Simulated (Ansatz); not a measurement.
**Ta3Cu: band structure with LDA**

Crystal: Ta3Cu.

```
Ta Cu
1.0
    -2.00651    2.00651    4.20817
     2.00651   -2.00651    4.20817
     2.00651    2.00651   -4.20817
Ta Cu
3 1
Direct
  0.50000 0.50000 0.00000
  0.25000 0.75000 0.50000
  0.75000 0.25000 0.50000
  0.00000 0.00000 0.00000
```

The cell comes from a database or a generator and needn't be the stable form of this composition.

```yaml
Program: Ansatz 0.2.0
Task: band structure
Functional: LDA
Potentials_or_basis: all-electron LAPW, scalar-relativistic
Cutoff: 246 eV (chosen from the basis error)
Basis_error_allowed: 0.002 eV/atom
k_mesh: 9 × 9 × 9
Occupations: fermi-dirac, width 0.05 eV
Spin: no spin polarisation
```

```yaml
Pressure: -11.3 GPa
Band_gap_along_the_path: none (metal or under the smearing width)
```

Stress tensor (GPa, compression positive):
```
-11.10   0.00   0.00
  0.00 -11.10   0.00
  0.00   0.00 -11.64
```

Levels at the corners of the path, in eV from the Fermi level:
```csv
point,band 63,band 64,band 65,band 66,band 67,band 68
Γ,-1.64,-0.18,-0.18,0.07,2.07,2.19
X,-1.21,-0.28,0.04,0.19,0.89,1.01
Y,-1.02,-0.85,-0.42,0.30,0.41,1.45
S,-1.41,-1.19,0.00,0.93,0.95,1.46
Γ,-1.64,-0.18,-0.18,0.07,2.07,2.19
Z,-1.46,-1.07,0.22,2.03,2.26,2.26
S1,-1.41,-1.19,0.00,0.93,0.95,1.46
N,-1.31,-1.00,0.09,0.49,0.98,1.33
```

Run time: 85 s on 2 threads of Arm Neoverse V2, on a shared host, peak memory 0.93 GiB.

Caveat: spin-orbit coupling is left out, which moves the levels of the heavy elements.
